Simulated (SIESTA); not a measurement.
MgFeCoO4:

```
CELL_PARAMETERS angstrom
4.99028 0.00000 0.00000
0.00000 2.95047 0.00000
-1.44924 0.00000 4.89336
ATOMIC_POSITIONS crystal
Co 0.00000 0.50000 0.50000
Fe 0.50000 0.00000 0.50000
Mg 0.00000 0.00000 0.00000
O 0.78613 0.00000 0.29339
O 0.21387 0.00000 0.70661
O 0.24483 0.50000 0.26669
O 0.75517 0.50000 0.73331
```

The cell comes from a database or a generator and needn't be the stable form of this composition.

| Property | Result |
| --- | --- |
| Program | SIESTA 5.4.2 |
| Task | single point |
| Functional | PBEsol |
| Potentials or basis | PseudoDojo 0.4 standard (PBEsol files) |
| Basis | DZP (energy shift 0.003 Ry; two zetas on semicore shells) |
| Grid cutoff | 800 Ry |
| Energy shift | 0.003 Ry |
| k mesh | 6 × 9 × 6 |
| Occupations | fermi-dirac, width 0.05 eV |
| Spin | collinear spin, ferromagnetic start |
| Starting moments | [2.0, 3.0, 0.0, 0.0, 0.0, 0.0, 0.0] μB |

On this cell: pressure -5.5 GPa; largest force 0.632 eV/Å; net moment 4.94 μB per cell; site moments Co +0.22; Fe +4.01; Mg +0.01; O +0.13, +0.22 μB; band gap on the k mesh none (metal or under the smearing width).

The same run follows on a disturbed copy (atoms moved at random, drawn with an rms of 0.05 Å):

```xyz
7
Lattice="4.9903 0.0000 0.0000 0.0000 2.9505 0.0000 -1.4492 0.0000 4.8934" Properties=species:S:1:pos:R:3 pbc="T T T"
Co   -0.7530    1.4422    2.4302
Fe    1.7633    0.0298    2.4708
Mg   -0.0023    0.0257    0.0558
O     3.4566   -0.0246    1.4270
O     0.0340    0.0285    3.4682
O     0.8559    1.4966    1.3195
O     2.6773    1.5208    3.5973
```

Question: What changes?

Answer: The energy (extrapolated to zero smearing) moves by +15.3 meV/atom; pressure -6.1 GPa; largest force 1.062 eV/Å; net moment 4.91 μB per cell; site moments Co +0.19; Fe +4.00; Mg +0.01; O +0.13, +0.22, +0.23 μB; band gap on the k mesh none (metal or under the smearing width).

Forces in eV/Å, atoms in the order of the input:
```
Co   0.087  0.744  0.578
Fe  -0.028  0.088  0.155
Mg   0.092 -0.022 -0.531
O    0.747 -0.006  0.380
O   -0.758 -0.405 -0.623
O   -0.929 -0.112 -0.031
O    0.789 -0.289  0.072
```

Stress tensor (GPa, compression positive):
```
-7.45 -0.50 -1.10
-0.50 -7.34 -0.97
-1.10 -0.97 -3.60
```

Caveats: short orbitals over semicore shells can move pressures by several GPa; the basis of atomic orbitals isn't converged, which shifts pressures, moduli and gaps; semilocal functionals often make such compounds metallic where correlation or magnetic order opens a gap, which also shifts bond lengths; only a ferromagnetic start was run, and an antiferromagnetic order may lie lower in energy.
